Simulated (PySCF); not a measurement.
**CH6BNS (SMILES CNBS) at SVWN5/ANO-RCC-VDZ (sfX2C)**

What is the vertical ionisation energy of CH6BNS at SVWN5/ANO-RCC-VDZ (sfX2C)? Input form: a Python script.

The calculation is run with PySCF 2.14.0.

## (1) Starting point

The species is CH6BNS (10 atoms), meant as a singlet with charge 0. SMILES: `CNBS`. The shape is that of a PBE0-D4/def2-TZVP optimisation. This is one conformer, not always the lowest.

Bond lengths: C1–N2 1.444 Å, N2–B3 1.389 Å, B3–S4 1.820 Å, C1–H5 1.095 Å, C1–H6 1.094 Å, C1–H7 1.090 Å, N2–H8 1.009 Å, B3–H9 1.195 Å, S4–H10 1.339 Å. Some angles: C1–N2–B3 125.8°, N2–B3–S4 119.9°, C1–N2–H8 114.1°, B3–N2–H8 120.1°, N2–C1–H5 111.6°, N2–C1–H6 111.6°, N2–C1–H7 109.1°, N2–B3–H9 119.9°, S4–B3–H9 120.2°, B3–S4–H10 96.2°.

## (2) The energy at SVWN5/ANO-RCC-VDZ (sfX2C)

File run.py:

```python
from pyscf import gto, dft

mol = gto.Mole()
mol.atom = '''
C   -1.419800   0.603200  -0.178200
N   -0.346000  -0.358300  -0.260500
B    0.946000  -0.176300   0.215700
S    2.178200  -1.501700   0.025400
H   -1.782500   0.888900  -1.170700
H   -2.266900   0.213800   0.395100
H   -1.056500   1.501100   0.321300
H   -0.601200  -1.223700  -0.711100
H    1.244800   0.850200   0.748900
H    3.186700  -0.848400   0.617000
'''
mol.basis = 'ano-rcc-vdz'
mol.verbose = 3
mol.max_memory = 1860
mol.spin = 0
mol.charge = 0
mol.build()

mf = dft.RKS(mol)
mf.xc = 'svwn'
mf = mf.x2c()
mf.grids.level = 4
mf.conv_tol = 1e-10
mf.kernel()
if not mf.converged:
    mf = mf.newton().run(mf.mo_coeff, mf.mo_occ)

e_tot = mf.e_tot
print(f'total energy: {e_tot:.8f} hartree')
```

Run with:

```console
$ OMP_NUM_THREADS=1 python run.py
```

Log:

```text
converged SCF energy = -518.181518158638
total energy: -518.18151816 hartree
```

It took 18 s on 1 thread of Arm Neoverse N1, shared host; peak memory 0.2 GiB.

## (3) The doublet cation at the same level

File calc.py:

```python
from pyscf import gto, dft

mol = gto.Mole()
mol.atom = '''
C     -1.419800     0.603200    -0.178200
N     -0.346000    -0.358300    -0.260500
B      0.946000    -0.176300     0.215700
S      2.178200    -1.501700     0.025400
H     -1.782500     0.888900    -1.170700
H     -2.266900     0.213800     0.395100
H     -1.056500     1.501100     0.321300
H     -0.601200    -1.223700    -0.711100
H      1.244800     0.850200     0.748900
H      3.186700    -0.848400     0.617000
'''
mol.charge = 1
mol.verbose = 3
mol.max_memory = 1860
mol.basis = 'ano-rcc-vdz'
mol.spin = 1
mol.build()

calc0 = dft.UKS(mol)
calc0.xc = 'svwn'
calc0 = calc0.sfx2c1e()
calc0.conv_tol = 1e-10
calc0.grids.level = 4
calc0.kernel()
if not calc0.converged:
    calc0 = calc0.newton().run(calc0.mo_coeff, calc0.mo_occ)

etot = calc0.e_tot
print(f'total energy: {etot:.8f} hartree')
```

Run with:

```console
$ OMP_NUM_THREADS=1 python calc.py
```

Log:

```text
converged SCF energy = -517.854133638536  <S^2> = 0.75370278  2S+1 = 2.0036994
total energy: -517.85413364 hartree
```

Wall time 23 s (1 thread of Arm Neoverse N1, shared host); peak memory 0.2 GiB.

## (4) Outcome

Level: SVWN5/ANO-RCC-VDZ (sfX2C).

| quantity | value |
| --- | --- |
| singlet CH6BNS: total energy | -518.18152 Eh |
| singlet CH6BNS: dipole moment | 2.22 D |
| singlet CH6BNS: HOMO energy | -5.72 eV |
| singlet CH6BNS: LUMO energy | -0.59 eV |
| singlet CH6BNS: HOMO–LUMO gap | 5.13 eV |
| doublet cation: total energy | -517.85413 Eh |
| doublet cation: HOMO energy (highest over α and β) | -12.87 eV |
| doublet cation: LUMO energy (lowest over α and β) | -12.10 eV |
| doublet cation: ⟨S²⟩ | 0.754 |
| vertical ionisation energy (to the doublet cation) | 8.909 eV |

Removing an electron at fixed nuclei costs 8.91 eV (860 kJ/mol). The negative HOMO energy of the first species, 5.72 eV, lies 3.19 eV below that difference. Mulliken charges (doublet cation) run from -0.33 on N2 to +0.34 on S4; they depend strongly on the basis.
